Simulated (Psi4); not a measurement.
# SnH3O2 (SMILES [OH][SnH][OH]): levels of theory compared

Aim: a comparison of 5 runs (UHF/def2-SVP, UB3LYP/3-21G, UPBE0/def2-SVP, UBLYP/def2-TZVP, UMP2/STO-3G) of SnH3O2. 

The calculation is run with Psi4 1.11.

## 1. The system as given

SnH3O2 has 6 atoms, charge 0, and is taken as a doublet. SMILES: `[OH][SnH][OH]`. Geometry: relaxed at PBE0-D4/def2-TZVP. This is one conformer, not always the lowest.

Bond lengths: O1–Sn2 1.978 Å, Sn2–O3 1.963 Å, O1–H4 0.960 Å, Sn2–H5 1.748 Å, O3–H6 0.962 Å. Angles: O1–Sn2–O3 99.7°, O1–Sn2–H5 110.6°, O3–Sn2–H5 104.3°, Sn2–O1–H4 115.0°, Sn2–O3–H6 112.0°.

## 2. Energy and gradient at UHF/def2-SVP (core potential) (run 1)

calc.py

```python
import psi4

psi4.set_memory('1600 MB')
psi4.set_num_threads(1)
psi4.core.set_output_file('psi4.out', False)

geom = psi4.geometry("""
0 2
O
Sn 1 1.978076
O 2 1.962978 1 99.6503
H 1 0.960256 2 114.97879 3 -170.37312
H 2 1.747629 3 104.33832 1 114.29614
H 3 0.961895 2 111.97919 5 144.70045
symmetry c1
no_reorient
no_com
""")

options = {'basis': 'def2-SVP', 'reference': 'uhf', 'puream': True, 'e_convergence': 1e-09, 'd_convergence': 1e-08, 'scf_type': 'pk', 'maxiter': 200}
psi4.set_options(options)

E = psi4.gradient("hf", molecule=geom)
print('gradient / Eh bohr^-1')
print(E.np.round(6))
```

Command:

```console
$ python calc.py
```

psi4.out:

```text
[...]
    !!!  WARNING: ECP capability is in beta. Please check occupations closely.  !!!
[...]
  Running in c1 symmetry.
[...]
  Nuclear repulsion =  136.297566665365679
[...]
  Multiplicity = 2
[...]
  Nalpha       = 21
  Nbeta        = 20
[...]
    Number of basis functions: 69
[...]
   @UHF iter   1:  -364.45752864793661   -2.34979e+00   1.04180e-02 ADIIS/DIIS
[...]
   @UHF iter  16:  -364.68161594441807   -7.90124e-12   8.54698e-09 DIIS
[...]
   @S^2 Observed:                7.633611343E-01
[...]
    Orbital Energies [Eh]
    ---------------------
    Alpha Occupied:
       1A    -20.537183     2A    -20.530532     3A     -5.890194
       4A     -4.082059     5A     -4.078151     6A     -4.076211
       7A     -1.375800     8A     -1.361366     9A     -1.346676
      10A     -1.344092    11A     -1.342436    12A     -1.268086
      13A     -1.239778    14A     -0.701400    15A     -0.638046
      16A     -0.578804    17A     -0.523376    18A     -0.503546
      19A     -0.485020    20A     -0.475373    21A     -0.341462
    Alpha Virtual:
      22A      0.095072    23A      0.124840    24A      0.173780
      25A      0.221015    26A      0.250007    27A      0.308813
[...]
  @UHF Final Energy:  -364.68161594441807
   => Energetics <=
    Nuclear Repulsion Energy =            136.2975666653656788
    One-Electron Energy =                -857.0955577304034705
    Two-Electron Energy =                 356.1163751206196935
    Total Energy =                       -364.6816159444180698
  UHF NO Occupations:
  HONO-2 :   19  A 1.9986448
  HONO-1 :   20  A 1.9957030
[...]
 Multipole Moments:
 ------------------------------------------------------------------------------------
     Multipole            Electronic (a.u.)      Nuclear  (a.u.)        Total (a.u.)
 ------------------------------------------------------------------------------------
 L = 1.  Multiply by 2.5417464519 to convert [e a0] to [Debye]
 Dipole X            :          1.8990465           -1.3111693            0.5878772
 Dipole Y            :         16.3068460          -15.1849531            1.1218929
 Dipole Z            :         14.7177818          -14.7010167            0.0167651
 Magnitude           :                                                    1.2666982
[...]
  -Total Gradient:
     Atom            X                  Y                   Z
    ------   -----------------  -----------------  -----------------
       1       -0.003962569272    -0.019082552647     0.004580377603
       2        0.008511716454     0.000842275535    -0.002025759674
       3       -0.011807351541     0.007744136876     0.013777479104
       4        0.002658220879     0.016244100838    -0.003994378129
       5       -0.004415550760    -0.000577611298     0.001138662912
       6        0.009015534239    -0.005170349303    -0.013476381815
[...]
```

Standard output:

```text
gradient / Eh bohr^-1
[[-0.003963 -0.019083  0.00458 ]
 [ 0.008512  0.000842 -0.002026]
 [-0.011807  0.007744  0.013777]
 [ 0.002658  0.016244 -0.003994]
 [-0.004416 -0.000578  0.001139]
 [ 0.009016 -0.00517  -0.013476]]
```

It took 8.1 s on 1 thread of Intel Xeon Platinum 8259CL at 2.50GHz (Skylake/Cascade Lake), shared host; peak memory 0.23 GiB.

## 3. Energy and forces at UB3LYP/3-21G (run 2)

h3o2sn.in

```
memory 1600 mb

molecule molecule1 {
  0 2
  O     -2.35894512    -1.29389548    -0.44106208
  Sn     0.78801579     0.57164215    -1.20866883
  O      2.67188377    -0.07237651     1.92128455
  H     -3.49977278    -1.48041145    -1.83983735
  H      0.24301878     3.82877410    -1.17975602
  H      2.23497909    -1.67429735     2.66092336
  units au
  symmetry c1
  no_reorient
  no_com
}

set reference uks
set puream true
set e_convergence 1e-09
set d_convergence 1e-08
set scf_type pk
set dft_radial_points 99
set dft_spherical_points 590
set maxiter 200

energy_value, wavefunction = gradient("b3lyp/3-21G", return_wfn=True)
oeprop(wavefunction, "WIBERG_LOWDIN_INDICES", "MAYER_INDICES", "LOWDIN_CHARGES")
print_variables()
```

Command:

```console
$ psi4 -i h3o2sn.in -o h3o2sn.out -n 1
```

h3o2sn.out:

```text
[...]
  Running in c1 symmetry.
[...]
  Nuclear repulsion =  276.879869384590677
[...]
  Multiplicity = 2
[...]
  Nalpha       = 35
  Nbeta        = 34
[...]
    Number of basis functions: 55
[...]
   @UKS iter   1: -6149.95258717565594   -2.99125e+00   1.42612e-02 ADIIS/DIIS
[...]
   @UKS iter  13: -6150.23428293522193   -1.81899e-12   3.59628e-09 DIIS
[...]
   @S^2 Observed:                7.540929567E-01
[...]
    Orbital Energies [Eh]
    ---------------------
    Alpha Occupied:
       1A   -1024.278971     2A   -152.017917     3A   -141.677247
       4A   -141.677044     5A   -141.676738     6A    -29.585056
       7A    -25.226157     8A    -25.224977     9A    -25.224434
      10A    -19.012521    11A    -19.010835    12A    -17.850039
      13A    -17.849477    14A    -17.848888    15A    -17.848332
      16A    -17.847927    17A     -4.771721    18A     -3.313853
      19A     -3.312547    20A     -3.312026    21A     -1.117246
      22A     -1.109372    23A     -1.101692    24A     -1.100426
      25A     -1.099994    26A     -0.964491    27A     -0.945137
      28A     -0.512786    29A     -0.452705    30A     -0.393706
      31A     -0.336870    32A     -0.307038    33A     -0.291157
      34A     -0.277979    35A     -0.199181
[...]
  @UKS Final Energy: -6150.23428293522193
   => Energetics <=
    Nuclear Repulsion Energy =            276.8798693845906769
    One-Electron Energy =               -9036.0844496188328776
    Two-Electron Energy =                2753.3181161192383115
    DFT Exchange-Correlation Energy =    -144.3478188202182082
    Empirical Dispersion Energy =           0.0000000000000000
    VV10 Nonlocal Energy =                  0.0000000000000000
    Total Energy =                      -6150.2342829352210174
[...]
 Multipole Moments:
 ------------------------------------------------------------------------------------
     Multipole            Electronic (a.u.)      Nuclear  (a.u.)        Total (a.u.)
 ------------------------------------------------------------------------------------
 L = 1.  Multiply by 2.5417464519 to convert [e a0] to [Debye]
 Dipole X            :        -41.2665742           40.8825238           -0.3840504
 Dipole Y            :        -18.6823522           18.3259969           -0.3563553
 Dipole Z            :         48.1381966          -48.9503317           -0.8121352
 Magnitude           :                                                    0.9664613
[...]
  -Total Gradient:
     Atom            X                  Y                   Z
    ------   -----------------  -----------------  -----------------
       1       -0.016307097190    -0.002522429919    -0.023070521030
       2       -0.003220488169     0.003252888105     0.009417639995
       3       -0.006240944049    -0.024604173450     0.007895873782
       4        0.021744314618     0.005571702170     0.022532445930
       5        0.000493219814    -0.009704272833    -0.000681983409
       6        0.003500403080     0.028033177699    -0.016128158589
[...]
```

Wall time 24 s (1 thread of Intel Xeon Platinum 8259CL at 2.50GHz (Skylake/Cascade Lake), shared host); peak memory 0.58 GiB.

Runs 3 to 4 aren't shown in full; the table further down has their settings and results.

## 4. A single-point energy at UMP2/STO-3G (run 5)

h3o2sn.json

```json
{
 "schema_name": "qcschema_input",
 "schema_version": 1,
 "molecule": {
  "schema_name": "qcschema_molecule",
  "schema_version": 2,
  "symbols": ["O", "Sn", "O", "H", "H", "H"],
  "geometry": [-2.35894512, -1.29389548, -0.44106208, 0.78801579, 0.57164215, -1.20866883, 2.67188377, -0.07237651, 1.92128455, -3.49977278, -1.48041145, -1.83983735, 0.24301878, 3.8287741, -1.17975602, 2.23497909, -1.67429735, 2.66092336],
  "molecular_charge": 0,
  "molecular_multiplicity": 2,
  "fix_symmetry": "c1",
  "fix_com": true,
  "fix_orientation": true
 },
 "driver": "energy",
 "model": {
  "method": "mp2",
  "basis": "STO-3G"
 },
 "keywords": {
  "reference": "uhf",
  "puream": true,
  "e_convergence": 1e-09,
  "d_convergence": 1e-08,
  "scf_type": "pk",
  "num_frozen_docc": 20,
  "mp2_type": "conv",
  "maxiter": 200
 }
}
```

Command:

```console
$ psi4 --qcschema h3o2sn.json -n 1 --memory 1600MB
```

stdout:

```text
[...]
  Running in c1 symmetry.
[...]
  Nuclear repulsion =  276.879869384590677
[...]
  Multiplicity = 2
[...]
  Nalpha       = 35
  Nbeta        = 34
[...]
    Number of basis functions: 40
[...]
   @UHF iter   1: -6112.48909695704970   -3.89348e+00   1.07633e-02 ADIIS/DIIS
[...]
   @UHF iter  16: -6112.68639643559982    0.00000e+00   7.69299e-09 DIIS
[...]
   @S^2 Observed:                7.576615947E-01
[...]
    Orbital Energies [Eh]
    ---------------------
    Alpha Occupied:
       1A   -1029.876448     2A   -153.508671     3A   -145.338548
       4A   -145.337767     5A   -145.337617     6A    -29.586536
       7A    -26.569826     8A    -26.568216     9A    -26.567627
      10A    -20.144047    11A    -20.134732    12A    -18.170949
      13A    -18.170716    14A    -18.170186    15A    -18.169599
      16A    -18.169344    17A     -4.801654    18A     -3.557024
      19A     -3.553249    20A     -3.551201    21A     -1.199738
      22A     -1.187614    23A     -0.876634    24A     -0.874974
      25A     -0.873561    26A     -0.872130    27A     -0.869981
      28A     -0.560131    29A     -0.506711    30A     -0.449613
      31A     -0.398485    32A     -0.353977    33A     -0.330897
      34A     -0.328103    35A     -0.204270
[...]
  @UHF Final Energy: -6112.68639643559982
   => Energetics <=
    Nuclear Repulsion Energy =            276.8798693845906769
    One-Electron Energy =               -9009.2546809081977699
    Two-Electron Energy =                2619.6884150880068773
    Total Energy =                      -6112.6863964355998178
  UHF NO Occupations:
  HONO-2 :   33  A 1.9987369
  HONO-1 :   34  A 1.9978053
[...]
 Multipole Moments:
 ------------------------------------------------------------------------------------
     Multipole            Electronic (a.u.)      Nuclear  (a.u.)        Total (a.u.)
 ------------------------------------------------------------------------------------
 L = 1.  Multiply by 2.5417464519 to convert [e a0] to [Debye]
 Dipole X            :        -40.9268719           40.8825238           -0.0443481
 Dipole Y            :        -18.5431778           18.3259969           -0.2171809
 Dipole Z            :         47.8265024          -48.9503317           -1.1238294
 Magnitude           :                                                    1.1454810
[...]
	SCS-MP2 Total Energy (a.u.)        : -6112.79470646995924
	SOS-MP2 Total Energy (a.u.)        : -6112.78985734590606
	SCSN-MP2 Total Energy (a.u.)       : -6112.71199981060363
[...]
	SOS-PI-MP2 Total Energy (a.u.)     : -6112.80710083095710
[...]
	MP2 Total Energy (a.u.)            : -6112.78716123301638
[...]
```

The result, in JSON:

```text
{
 "driver": "energy",
 "model": {
  "method": "mp2",
  "basis": "STO-3G"
 },
 "success": true,
 "return_result": -6112.787161233016,
 "properties": {
  "calcinfo_nbasis": 40,
  "calcinfo_nmo": 40,
  "calcinfo_nalpha": 35,
  "calcinfo_nbeta": 34,
  "calcinfo_natom": 6,
  "nuclear_repulsion_energy": 276.8798693845907,
  "return_energy": -6112.787161233016,
  "scf_one_electron_energy": -9009.254680908198,
  "scf_two_electron_energy": 2619.688415088007,
  "scf_dipole_moment": [-0.04434814540864096, -0.21718090667760492, -1.1238293718039145],
  "scf_total_energy": -6112.6863964356,
  "scf_iterations": 16,
  "mp2_same_spin_correlation_energy": -0.014547372161006062,
  "mp2_opposite_spin_correlation_energy": -0.08621742525512065,
  "mp2_singles_energy": 0.0,
  "mp2_doubles_energy": -0.1007647974161267,
  "mp2_correlation_energy": -0.1007647974165593,
  "mp2_total_energy": -6112.787161233016
 }
}
```

Wall time 3.3 s (1 thread of Intel Xeon Platinum 8259CL at 2.50GHz (Skylake/Cascade Lake), shared host); peak memory 0.2 GiB.

## 5. Overview of the runs

| run | level | core potential | integration grid | energy (Eh) | dipole moment (D) | HOMO energy (eV) | LUMO energy (eV) | wall time |
| --- | --- | --- | --- | --- | --- | --- | --- | --- |
| 1 | UHF/def2-SVP (core potential) | def2 | – | -364.681616 | 3.22 | -9.29 | 0.14 | 8.1 s |
| 2 | UB3LYP/3-21G | none | 99 radial × 590 angular | -6150.234283 | 2.46 | -5.42 | -3.19 | 24 s |
| 3 | UPBE0/def2-SVP (core potential) | def2 | 99 radial × 590 angular | -366.252885 | 2.47 | -6.21 | -3.26 | 37 s |
| 4 | UBLYP/def2-TZVP (core potential) | def2 | 99 radial × 590 angular | -366.550532 | 2.30 | -5.08 | -4.24 | 97 s |
| 5 | UMP2/STO-3G | none | – | -6112.787161 | – | -5.56 | 4.47 | 3.3 s |

## 6. Results

```
                                                         quantity           value
                                              run 5: total energy  -6112.78716 Eh
run 5: HOMO energy (Hartree–Fock orbitals) (highest over α and β)        -5.56 eV
 run 5: LUMO energy (Hartree–Fock orbitals) (lowest over α and β)         4.47 eV
              run 5: correlation energy (20 core orbitals frozen)      -100.8 mEh
                         run 5: ⟨S²⟩ of the reference determinant           0.758
```

In words: Over runs 1, 2, 3, 4 the dipole moment (its size) runs from 2.30 D (UBLYP/def2-TZVP) to 3.22 D (UHF/def2-SVP). The two ends differ in method and basis. Totals of different functionals can't be ranked against each other. Some runs of one species differ in core potentials or relativity; totals across that change don't compare. In run 5 the basis is minimal, so the values are rough. In runs 2, 5 relativity is left out where basis or elements ask for it. All runs together took 2.8 min, the longest 97 s.
